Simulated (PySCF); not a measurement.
**Mo(CMe)F3: geometry, NMR shifts and electronic excitations**

Wanted: the NMR shifts and electronic excitations of Mo(CMe)F3 (`C[C]#[Mo]([F])([F])[F]`), by calculation.

Computed with PySCF 2.14.0, with density-fitted response routines of our own, on a single molecule in the gas phase. Atoms are numbered from 0 throughout.

## (1) The starting structure

9 atoms, charge 0, multiplicity 1; geometry from: GFN2-xTB.

Bonds of the start (Å): Mo0–C1 1.83, Mo0–F6 1.84, Mo0–F7 1.84, Mo0–F8 1.84, C1–C2 1.43, C2–H3 1.09, C2–H4 1.09, C2–H5 1.09.

## (2) Optimising the geometry at PBE0-D3(BJ)/def2-SVP

The job: settings as JSON, then the geometry in Å.

```
{"job": {"xc": "PBE0", "basis": "def2-SVP", "d3": "d3bj", "grid": 1, "maxiter": 40, "kind": "geom"}, "charge": 0, "multiplicity": 1}
Mo     0.007460     0.009350    -1.621840
C     -0.001310    -0.002850     0.204600
C     -0.006710    -0.008660     1.637550
H      0.520260     0.864880     2.021800
H     -1.030100     0.010320     2.012980
H      0.485020    -0.905150     2.015430
F      1.790570     0.016100    -2.082660
F     -0.889480     1.549560    -2.085320
F     -0.875720    -1.533530    -2.102550
```

Command:

```sh
$ OMP_NUM_THREADS=1 python probes_run.py task.json out
```

The driver reads the jobs from task.json and runs them one after another.

Log:

```text
step   0  E = -445.15546265  max force = 0.103535
step   1  E = -445.16205111  max force = 0.084543
step   2  E = -445.16671442  max force = 0.017833
step   3  E = -445.16706615  max force = 0.003345
step   4  E = -445.16707472  max force = 0.000879
step   5  E = -445.16707412  max force = 0.001574
step   6  E = -445.16707655  max force = 0.001116
step   7  E = -445.16707930  max force = 0.000551
step   8  E = -445.16707953  max force = 0.000190
optimisation converged
```

It took 70 s on 1 thread, shared host.

The steps of the relaxation:

```csv
step,energy from step 0 (eV),largest force component (eV/Å)
0,0.0000,5.3240
1,-0.1793,4.3474
2,-0.3062,0.9170
3,-0.3157,0.1720
4,-0.3160,0.0452
5,-0.3160,0.0809
6,-0.3160,0.0574
7,-0.3161,0.0283
8,-0.3161,0.0098
```

Close pairs (by a distance rule), those that changed most:

```csv
bond,before (Å),after (Å),change (Å)
Mo0–C1,1.827,1.707,-0.120
C1–C2,1.433,1.463,+0.030
C2–H5,1.090,1.102,+0.012
C2–H3,1.090,1.102,+0.012
C2–H4,1.090,1.102,+0.012
Mo0–F7,1.842,1.853,+0.012
Mo0–F8,1.842,1.853,+0.012
Mo0–F6,1.842,1.853,+0.011
```

The next job starts from the end point, and lists it.

```
                         at the end point                value
  point group (found at 0.08 Å tolerance)                  C3v
rotational constants (GHz, main isotopes)  2.683, 1.758, 1.757
                        dipole moment (D)                 2.22
```

## (3) Shielding tensors: PBE0/def2-TZVP+pcSseg-1

The job: settings as JSON, then the geometry in Å.

```
{"job": {"kind": "nmr", "xc": "PBE0", "basis": {"default": "pcSseg-1", "Mo": "def2-TZVP"}}, "charge": 0, "multiplicity": 1}
Mo    -0.016413     0.013864    -1.583105
C      0.004197    -0.003936     0.123229
C      0.016885    -0.013947     1.585901
H      0.554056     0.866716     1.974028
H     -1.011608     0.004916     1.981352
H      0.517464    -0.920505     1.963056
F      1.780051     0.026536    -2.037243
F     -0.932337     1.574211    -1.984755
F     -0.912304    -1.547834    -2.022473
```

Level: GIAO PBE0/pcSseg-1 Mo:def2-TZVP NMR shielding, scalar relativity only through core potentials, gas phase.

Log:

```text
coarse grid: 41848 points
cycle   1  E = -445.2612119636  dE = -6.340e+00  |g| = 1.018e+00  |ddm| = 4.299e+00
cycle   2  E = -444.9501987321  dE =  3.110e-01  |g| = 1.795e+00  |ddm| = 1.617e+00
cycle   3  E = -445.4266138027  dE = -4.764e-01  |g| = 2.975e-01  |ddm| = 9.693e-01
cycle   4  E = -445.4436222903  dE = -1.701e-02  |g| = 1.226e-01  |ddm| = 3.063e-01
cycle   5  E = -445.4435790350  dE =  4.326e-05  |g| = 1.216e-01  |ddm| = 1.388e-01
cycle   6  E = -445.4468709418  dE = -3.292e-03  |g| = 6.644e-03  |ddm| = 7.462e-02
cycle   7  E = -445.4468795221  dE = -8.580e-06  |g| = 2.151e-03  |ddm| = 5.278e-03
final grid: 87752 points
cycle   8  E = -445.4469035911  dE =  4.192e-07  |g| = 2.880e-03  |ddm| = 3.472e-03
cycle   9  E = -445.4468954366  dE =  8.154e-06  |g| = 6.796e-03  |ddm| = 5.672e-03
cycle  10  E = -445.4469040956  dE = -8.659e-06  |g| = 2.403e-03  |ddm| = 5.107e-03
cycle  11  E = -445.4469054056  dE = -1.310e-06  |g| = 2.197e-04  |ddm| = 1.426e-03
cycle  12  E = -445.4469054145  dE = -8.837e-09  |g| = 3.054e-05  |ddm| = 1.277e-04
cycle  13  E = -445.4469054148  dE = -3.261e-10  |g| = 1.287e-05  |ddm| = 3.906e-05
converged SCF energy = -445.4469054148

GIAO shielding tensors (ppm)
atom      isotropic    diamagn.    paramagn.     s11        s22        s33       span
  0 Mo         nan         nan         nan        nan        nan        nan        nan
  1 C     -160.958     263.971    -424.928   -299.608   -299.103    115.837    415.445
  2 C      144.240     253.124    -108.884    121.485    121.602    189.634     68.148
  3 H       28.745      28.841      -0.096     26.984     27.921     31.329      4.345
  4 H       28.742      28.847      -0.105     26.984     27.926     31.317      4.333
  5 H       28.755      28.831      -0.075     26.974     27.925     31.367      4.393
  6 F       86.232     473.675    -387.444   -398.824     42.625    614.895   1013.719
  7 F       86.481     473.699    -387.218   -398.763     44.248    613.958   1012.722
  8 F       86.556     473.685    -387.129   -398.312     43.451    614.528   1012.840
```

It took 22 s on 1 thread, shared host.

Shifts follow as δ = σ(reference) − σ, with reference shieldings (ppm) from runs at the same level and on the same kind of geometry: 1H TMS 31.27, 13C TMS 184.4, 19F CFCl3 177.2. The references are single molecules in the gas phase, so shifts against H2O, NH3, PH3, H3PO4 or CFCl3 are not on the usual liquid scales and can be off by tens of ppm. Atoms listed in one row are averaged.

```csv
atoms,environment,σ (ppm),δ (ppm)
C1,"carbon bonded to C, Mo",-161.0,345.4
C2,"carbon bonded to C, 3 H",144.2,40.2
"H3, H4, H5",hydrogen on a carbon bonded to C,28.75,2.52
"F6, F7, F8",fluorine bonded to Mo,86.4,90.8
```

Atoms past Kr carry core potentials, so their printed shieldings have no meaning and are left out of the table.

The run also stored atomic charges by several schemes (e):

```csv
atoms,Mulliken,ESP fit
Mo0,1.59,1.48
C1,-0.48,-0.40
C2,-0.29,-0.43
"F6, F7, F8",-0.43,-0.41
```

Mayer bond orders: Mo0–C1 2.41, Mo0–F6 0.87, Mo0–F7 0.87, Mo0–F8 0.87, C1–C2 1.16.

With diffuse functions Mulliken charges and Mayer bond orders lose their meaning; the other schemes are steadier.

The fields below are evaluated on a grid from the run's orbitals.

Frontier orbitals at PBE0/def2-TZVP+pcSseg-1, with the share of their density that lies nearest to each atom:

```
orbital  energy (eV)                     lies on
   HOMO        -7.71  C1 41 %; Mo0 32 %; F7 11 %
   LUMO        -2.07  Mo0 60 %; F7 12 %; C1 10 %
```

ELF in a plane through or near 5 of the atoms.

Values, 10 rows by 14 columns:
```
0.00 0.00 0.00 0.00 0.00 0.00 0.00 0.00 0.00 0.00 0.00 0.00 0.00 0.00
0.00 0.00 0.00 0.01 0.03 0.01 0.00 0.00 0.00 0.00 0.00 0.00 0.00 0.00
0.00 0.00 0.15 0.63 0.80 0.56 0.02 0.00 0.00 0.00 0.00 0.00 0.00 0.00
0.00 0.01 0.31 0.84 0.56 0.64 0.06 0.20 0.04 0.08 0.09 0.03 0.00 0.00
0.00 0.00 0.03 0.13 0.45 0.50 0.73 0.68 0.56 0.57 0.56 0.15 0.01 0.00
0.00 0.00 0.02 0.32 0.68 0.78 0.67 0.21 0.90 0.28 0.67 0.22 0.01 0.00
0.00 0.00 0.01 0.05 0.06 0.04 0.57 0.53 0.12 0.97 1.00 0.92 0.02 0.00
0.00 0.00 0.00 0.01 0.01 0.01 0.08 0.04 0.01 0.64 0.90 0.31 0.00 0.00
0.00 0.00 0.00 0.00 0.00 0.00 0.00 0.00 0.00 0.00 0.00 0.00 0.00 0.00
0.00 0.00 0.00 0.00 0.00 0.00 0.00 0.00 0.00 0.00 0.00 0.00 0.00 0.00
```
The map spans 9.2 Å across and 8.8 Å up, centred on the molecule. Atoms in the plane (x, y in Å): Mo0 (-1.6, 0.0), C1 (0.1, 0.0), C2 (1.6, 0.0), H5 (2.0, -1.0), F7 (-2.0, 1.8).

log10 of the density (e/Å³) in the same plane.

Values, 10 rows by 14 columns:
```
-4.0 -4.0 -4.0 -4.0 -4.0 -4.0 -4.0 -4.0 -4.0 -4.0 -4.0 -4.0 -4.0 -4.0
-4.0 -4.0 -3.6 -2.6 -2.4 -2.8 -3.9 -4.0 -4.0 -4.0 -4.0 -4.0 -4.0 -4.0
-4.0 -3.1 -1.7 -0.5  0.0 -0.8 -2.0 -2.9 -3.0 -3.0 -3.1 -3.4 -4.0 -4.0
-4.0 -2.6 -1.3  0.3  1.0 -0.2 -1.3 -1.5 -1.7 -1.6 -1.7 -2.2 -3.1 -4.0
-3.9 -2.8 -1.7 -0.6  0.3  0.2 -0.2 -0.2 -0.4 -0.2 -0.4 -1.3 -2.5 -3.7
-3.8 -2.7 -1.8 -0.3  0.8  0.8  0.2  0.6  0.1  0.7 -0.1 -1.1 -2.4 -3.6
-4.0 -3.0 -2.1 -1.2 -0.8 -0.8 -0.8 -0.9 -1.0 -0.2 -0.2 -1.2 -2.6 -3.8
-4.0 -3.7 -3.0 -2.2 -2.0 -2.1 -2.1 -2.2 -2.2 -1.7 -1.6 -2.2 -3.3 -4.0
-4.0 -4.0 -4.0 -3.9 -3.7 -3.7 -3.7 -3.9 -3.9 -3.7 -3.6 -3.9 -4.0 -4.0
-4.0 -4.0 -4.0 -4.0 -4.0 -4.0 -4.0 -4.0 -4.0 -4.0 -4.0 -4.0 -4.0 -4.0
```
The map spans 9.2 Å across and 8.8 Å up, centred on the molecule. Atoms in the plane (x, y in Å): Mo0 (-1.6, 0.0), C1 (0.1, 0.0), C2 (1.6, 0.0), H5 (2.0, -1.0), F7 (-2.0, 1.8).

On the surface of density 0.002 e/bohr³ the electrostatic potential runs, from the 1st to the 99th percentile, from -1.00 V near F8 to 2.73 V near Mo0.

## (4) Excited states and response: PBE0/def2-SVPD

The job, as its differences from that of step 3:

```diff
@@ -1,2 +1,2 @@
-{"job": {"kind": "nmr", "xc": "PBE0", "basis": {"default": "pcSseg-1", "Mo": "def2-TZVP"}}, "charge": 0, "multiplicity": 1}
+{"job": {"kind": "uv", "xc": "PBE0", "basis": "def2-SVPD", "ip": true, "nstates": 10}, "charge": 0, "multiplicity": 1}
 Mo    -0.016413     0.013864    -1.583105
```

With the program's defaults for keys left out, this is: TDDFT PBE0/def2-SVPD, vertical, gas phase, core orbitals frozen in the response.

Log:

```text
coarse grid: 41848 points
cycle   1  E = -445.0040889225  dE = -7.508e+00  |g| = 9.941e-01  |ddm| = 4.917e+00
cycle   2  E = -444.5111142023  dE =  4.930e-01  |g| = 2.015e+00  |ddm| = 2.251e+00
cycle   3  E = -445.1300641752  dE = -6.189e-01  |g| = 4.853e-01  |ddm| = 1.577e+00
cycle   4  E = -445.1740371417  dE = -4.397e-02  |g| = 2.544e-01  |ddm| = 7.383e-01
cycle   5  E = -445.1885547533  dE = -1.452e-02  |g| = 5.955e-02  |ddm| = 2.905e-01
cycle   6  E = -445.1893445720  dE = -7.898e-04  |g| = 7.093e-03  |ddm| = 6.273e-02
cycle   7  E = -445.1893554643  dE = -1.089e-05  |g| = 2.076e-03  |ddm| = 1.282e-02
cycle   8  E = -445.1893564158  dE = -9.516e-07  |g| = 5.956e-04  |ddm| = 3.046e-03
final grid: 87752 points
cycle   9  E = -445.1893531232  dE =  6.048e-07  |g| = 1.968e-03  |ddm| = 4.246e-03
cycle  10  E = -445.1893415679  dE =  1.156e-05  |g| = 7.360e-03  |ddm| = 8.950e-03
cycle  11  E = -445.1893540151  dE = -1.245e-05  |g| = 1.885e-04  |ddm| = 6.959e-03
cycle  12  E = -445.1893540226  dE = -7.455e-09  |g| = 7.173e-05  |ddm| = 2.926e-04
cycle  13  E = -445.1893540235  dE = -9.235e-10  |g| = 1.750e-05  |ddm| = 6.719e-05
converged SCF energy = -445.1893540235

Static polarisability (au): isotropic 61.896, principal 51.751 51.794 82.142

Singlet excitations
state   eV       nm        f      main configurations
  1   3.4069    363.9   0.00000   H->L 0.47, H-1->L+1 0.46
  2   3.7498    330.6   0.01076   H->L+1 0.48, H-1->L 0.35
  3   3.7764    328.3   0.00066   H-1->L 0.46, H->L+1 0.36, H->L 0.09
  4   3.7769    328.3   0.00064   H-1->L+1 0.43, H->L 0.40, H-1->L 0.10
  5   5.1298    241.7   0.01465   H->L+2 0.74, H-1->L+2 0.22
  6   5.1310    241.6   0.01461   H-1->L+2 0.74, H->L+2 0.23
  7   5.1913    238.8   0.00018   H->L+4 0.47, H-1->L+3 0.47
  8   5.5138    224.9   0.00193   H->L+3 0.43, H-1->L+4 0.43
  9   5.5145    224.8   0.00223   H->L+4 0.43, H-1->L+3 0.42
 10   6.5516    189.2   0.00012   H->L+5 0.98

Triplet excitations (Tamm-Dancoff, eV): 2.8340 3.0411 3.0421 3.1855
Vertical ionisation energy (delta-SCF) = 9.9409 eV
Vertical electron affinity (delta-SCF) = 0.2444 eV
```

Run time: 72 s. Hardware: 1 thread, shared host.

The orbitals next to the gap, with their largest atomic shares:

```
orbital      eV                       atoms
 HOMO−3  -11.92   F8 33 %, F6 33 %, F7 33 %
 HOMO−2  -11.26  C1 33 %, Mo0 22 %, C2 19 %
 HOMO−1   -7.78  Mo0 38 %, C1 32 %, F8 11 %
   HOMO   -7.78  Mo0 38 %, C1 32 %, F7 11 %
   LUMO   -2.14   Mo0 63 %, F7 11 %, C1 8 %
 LUMO+1   -2.14  Mo0 63 %, F6 10 %, F8 10 %
 LUMO+2   -0.94   Mo0 54 %, C1 14 %, C2 8 %
```

With each of the 10 states as a Gaussian band of 0.4 eV half-width at 1/e, the curve within the window shown has maxima at 330 nm (ε 490), 241 nm (ε 1,300) L/(mol cm). Beyond the last state computed it falls off for lack of states. The curve at chosen wavelengths:

(nm, ε (L/mol/cm)): (181, 3), (191, 5), (202, 18), (212, 131), (223, 541), (233, 1082), (243, 1245), (254, 824), (264, 373), (275, 121), (285, 79), (295, 143), (306, 279), (316, 406), (327, 483), (337, 472), (347, 399), (358, 290), (368, 195), (379, 115), (389, 66), (399, 36), (410, 18), (420, 9), (431, 4), (441, 2)

Leading natural transition orbitals of singlet state 5: the hole lies on C1 42 %; Mo0 33 %; F6 9 %; the particle on Mo0 41 %; C1 18 %; F6, F7, F8 about 9 % each.

Leading natural transition orbitals of singlet state 1: the hole lies on C1 43 %; Mo0 34 %; F7 10 %; the particle on Mo0 61 %; F7 11 %; C1 10 %.

Ground-state properties from the same run:

```csv
property,computed
dipole moment (D),2.48
polarisability (Å³),9.17
HOMO–LUMO gap (eV),5.63
−ε(HOMO) (eV),7.78
```

## (5) Shielding tensors: B3LYP/def2-TZVP+pcSseg-1

The job, as its differences from that of step 4:

```diff
@@ -1,2 +1,2 @@
-{"job": {"kind": "uv", "xc": "PBE0", "basis": "def2-SVPD", "ip": true, "nstates": 10}, "charge": 0, "multiplicity": 1}
+{"job": {"kind": "nmr", "xc": "B3LYP", "basis": {"default": "pcSseg-1", "Mo": "def2-TZVP"}, "pop": false}, "charge": 0, "multiplicity": 1}
 Mo    -0.016413     0.013864    -1.583105
```

With the program's defaults for keys left out, this is: GIAO B3LYP/pcSseg-1 Mo:def2-TZVP NMR shielding, scalar relativity only through core potentials, gas phase.

Log:

```text
coarse grid: 41848 points
cycle   1  E = -445.6661137801  dE = -6.277e+00  |g| = 1.098e+00  |ddm| = 4.283e+00
cycle   2  E = -445.1558868563  dE =  5.102e-01  |g| = 2.169e+00  |ddm| = 1.813e+00
cycle   3  E = -445.8311722460  dE = -6.753e-01  |g| = 4.391e-01  |ddm| = 1.134e+00
cycle   4  E = -445.8556995350  dE = -2.453e-02  |g| = 2.974e-01  |ddm| = 4.639e-01
cycle   5  E = -445.8739774288  dE = -1.828e-02  |g| = 8.446e-02  |ddm| = 2.239e-01
cycle   6  E = -445.8755251845  dE = -1.548e-03  |g| = 8.178e-03  |ddm| = 5.292e-02
cycle   7  E = -445.8755377246  dE = -1.254e-05  |g| = 2.770e-03  |ddm| = 6.118e-03
cycle   8  E = -445.8755393924  dE = -1.668e-06  |g| = 6.075e-04  |ddm| = 1.954e-03
final grid: 87752 points
cycle   9  E = -445.8755743469  dE =  3.483e-07  |g| = 1.821e-03  |ddm| = 2.172e-03
cycle  10  E = -445.8755633110  dE =  1.104e-05  |g| = 7.317e-03  |ddm| = 5.364e-03
cycle  11  E = -445.8755750639  dE = -1.175e-05  |g| = 3.159e-04  |ddm| = 4.286e-03
cycle  12  E = -445.8755750846  dE = -2.073e-08  |g| = 7.950e-05  |ddm| = 2.250e-04
cycle  13  E = -445.8755750855  dE = -8.777e-10  |g| = 3.001e-05  |ddm| = 5.167e-05
converged SCF energy = -445.8755750855

GIAO shielding tensors (ppm)
atom      isotropic    diamagn.    paramagn.     s11        s22        s33       span
  0 Mo         nan         nan         nan        nan        nan        nan        nan
  1 C     -165.971     262.992    -428.963   -305.482   -304.970    112.540    418.022
  2 C      139.729     252.436    -112.707    117.153    117.267    184.768     67.615
  3 H       28.907      28.906       0.002     27.223     28.190     31.308      4.085
  4 H       28.905      28.913      -0.009     27.222     28.195     31.296      4.074
  5 H       28.917      28.894       0.023     27.213     28.194     31.345      4.133
  6 F       74.401     474.524    -400.123   -412.734     28.390    607.546   1020.280
  7 F       74.625     474.547    -399.922   -412.740     30.031    606.583   1019.323
  8 F       74.753     474.533    -399.780   -412.198     29.249    607.208   1019.405
```

Wall time 15 s (1 thread, shared host).

In short: δ C1 345.2, C2 39.5, F6 97.3, H3 2.47 ppm (means over like atoms).

## (6) Run by run: NMR shifts

Shifts (ppm), means over like atoms, with basis size and wall time:

| run | C1 | C2 | H3 | F6 | functions | time |
| --- | --- | --- | --- | --- | --- | --- |
| PBE0/def2-TZVP+pcSseg-1 | 345.4 | 40.2 | 2.52 | 90.8 | 140 | 22 s |
| B3LYP/def2-TZVP+pcSseg-1 | 345.2 | 39.5 | 2.47 | 97.3 | 140 | 15 s |

## (7) Summary of results

| quantity | value |
| --- | --- |
| point group | C3v |
| rotational constants (main isotopes) | 2.68, 1.76, 1.76 GHz |
| 13C shifts against TMS (PBE0/def2-TZVP+pcSseg-1) | 345.4, 40.2 ppm |
| 1H shifts against TMS (PBE0/def2-TZVP+pcSseg-1, means over atoms taken as alike) | 2.52 ppm |
| 19F shifts against CFCl3 (PBE0/def2-TZVP+pcSseg-1, means over atoms taken as alike) | 90.8 ppm |
| surface potential, 1st and 99th percentile | -1.00 V and 2.73 V |
| lowest singlet (PBE0/def2-SVPD) | 3.41 eV (364 nm), f = 0.000 |
| brightest single state of those computed | state 5, 5.13 eV, f = 0.015 |
| lowest triplet | 2.83 eV |
| vertical ionisation energy (ΔSCF) | 9.94 eV |
| vertical electron affinity (ΔSCF) | 0.24 eV |
| range of the shift of F6 | 90.8 to 97.3 ppm |

The optimisation took 8 steps and gained 0.316 eV; among the close pairs (by a distance rule), Mo0–C1 changed most, from 1.827 to 1.707 Å. At PBE0/def2-TZVP+pcSseg-1: Shielding is most anisotropic at F6, F7, F8 (span 1013 ppm, paramagnetic term -387 ppm). The first singlet state (HOMO→LUMO 0.47, HOMO−1→LUMO+1 0.46) lies at 3.41 eV and is dark; of the 10 states computed, the strongest absorption comes from states 5 to 6 together at 5.13 eV. The lowest triplet lies 0.57 eV below the lowest singlet (triplets in Tamm-Dancoff, singlets in full TDDFT). The orbital energy would give 7.78 eV for ionisation, ΔSCF gives 9.94 eV. In ppm, F6 (with its like atoms) moves most: its shift spreads over 6.5 ppm, from 90.8 (PBE0/def2-TZVP+pcSseg-1) to 97.3 (B3LYP/def2-TZVP+pcSseg-1). Spin-orbit coupling is left out, which matters for shieldings and couplings at and beside the heavy atoms.
